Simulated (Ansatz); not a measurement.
Run this with the Ansatz DFT code, driven from Python and show what comes out.

Script `ase_relax_zn.py`:
```python
# -*- coding: utf-8 -*-
"""Relax Zn with an ASE optimiser on Ansatz forces."""

import warnings

import ansatz as az
from ase import Atoms
from ase.calculators.calculator import Calculator, all_changes
from ase.filters import FrechetCellFilter
from ase.optimize import LBFGS
from ase.units import GPa
import numpy as np


class PlaneWaves(Calculator):
    implemented_properties = ["energy", "free_energy", "forces", "stress"]

    def calculate(self, atoms=None, properties=("energy",), system_changes=all_changes):
        super().calculate(atoms, properties, system_changes)
        bare = self.atoms.copy()
        bare.set_constraint()
        bare.set_momenta(None)
        job = (
            az.Crystal.from_ase(bare).calculation()
            .occupations("fermi_dirac")
            .kpoints(7, 7, 7)
            .functional(az.Functional.R2SCAN)
            .forces()
            .stress()
        )
        report = job.run(threads=1, pin="off").report
        self.results["free_energy"] = report["lagrangian_ev"]
        self.results["energy"] = report.get("lagrangian_sigma0_ev", report["lagrangian_ev"])
        self.results["forces"] = np.array(report["forces_ev_ang"])
        s = -np.array(report["stress_gpa"]) * GPa  # ASE counts tension as positive
        self.results["stress"] = s[[0, 1, 2, 1, 0, 0], [0, 1, 2, 2, 2, 1]]

warnings.simplefilter("ignore")
atoms = Atoms(
    ["Zn"],
    cell=[(-1.569037, 1.569037, 1.569037), (1.569037, -1.569037, 1.569037), (1.569037, 1.569037, -1.569037)],
    scaled_positions=[
        (0.0, 0.0, 0.0),
    ],
    pbc=True,
)
atoms.calc = PlaneWaves()
before = atoms.get_potential_energy(), atoms.get_volume()
target = FrechetCellFilter(atoms)
optimiser = LBFGS(target, logfile=None)


def tell():
    fmax = np.linalg.norm(target.get_forces(), axis=1).max()
    print(f"step {optimiser.nsteps:2d}  E = {atoms.get_potential_energy():.5f} eV  fmax = {fmax:.4f}  V = {atoms.get_volume():.3f} A^3")


optimiser.attach(tell)
met = optimiser.run(fmax=0.02, steps=12)
print("threshold met:", bool(met), " energy gained:", round(before[0] - atoms.get_potential_energy(), 5), "eV")
print("cell lengths and angles:", np.round(atoms.cell.cellpar(), 3))
print(np.round(atoms.get_scaled_positions(), 4))
```

```console
$ python ase_relax_zn.py
step  0  E = -3325.59500 eV  fmax = 0.5436  V = 15.451 A^3
step  1  E = -3325.60595 eV  fmax = 0.3892  V = 15.095 A^3
step  2  E = -3325.61642 eV  fmax = 0.0497  V = 14.234 A^3
step  3  E = -3325.61653 eV  fmax = 0.0043  V = 14.329 A^3
threshold met: True  energy gained: 0.02153 eV
cell lengths and angles: [  2.65    2.65    2.65  109.471 109.471 109.471]
[[0. 0. 0.]]
```

Caveats:
- Total energies depend on the potentials; only differences at equal settings carry meaning. A total without «per atom» is that of the cell as typed.
- The mesh is modest for a metal, so energies can be off by several to tens of meV an atom and pressures by half a GPa or more; differences at equal mesh fare better.
- At these settings the cell as given stands under about -6 GPa, so it isn't at this functional's equilibrium volume.
- This isn't the structure that Zn takes at ambient conditions.
- Run time: 2.5 s on 1 thread of Intel(R) Xeon(R) 6975P-C (Granite Rapids), with other jobs on the host, peak memory 0.44 GiB.
